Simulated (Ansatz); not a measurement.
# CoCl+ (quartet): wave-function methods side by side, def2-TZVPP

The task here is to estimate one member of a computed series from the others.

Method: def2-TZVPP, core rule «outside noble gas», up to 14 orbitals frozen; program: Ansatz 0.2.0, Gaussian basis.

To be run: UHF; ROHF; CCSD(T) on UHF.

2 further runs of the same task are left out: 2 set aside as unsound or not needed.

## The geometry

The geometry is a PBE0/def2-TZVP stationary point (not a proven minimum) of the parent state, kept for this charge and spin.

2 atoms, charge 1, spin multiplicity 4.

Atoms are counted from 1 here; the program's logs count them from 0.

Bond lengths: Co1–Cl2 2.092 Å.

The first run:

in.yaml reads:

```yaml
crystal:
  periodic: [false, false, false]
  atoms:
    - {symbol: Co, position_ang: [0.000000, 0.000000, 0.000000]}
    - {symbol: Cl, position_ang: [0.000000, 0.000000, 2.092400]}
basis:
  gaussian: {orbitals: def2-TZVPP}
total_charge: 1
magnetization: {spin_polarized: true, initial_magnetization: 3}
hamiltonian: {xc: hf}
output: {orbitals: {seedname: orbitals}}
```

Launch:

```
> ansatz run in.yaml --threads 1 --pin off --events-out ev --progress --plain --max-ram 4096MiB --backend cpu
```

Steps of the session up to this table: UHF; ROHF; CCSD(T) on UHF.

One table of the session follows, with a row left open; its other results are not shown here.

| method | from UCCSD(T) (meV) |
| --- | --- |
| ROHF | ? |
| UHF | +12174.3 |
| UMP2 | +966.1 |
| UCCSD | +469.8 |
| UCCSD(T) | 0 |

**Question.** Estimate the row for ROHF.

As computed: from UCCSD(T) (meV): +12422.7. In the column «from UCCSD(T) (meV)» it is the highest.
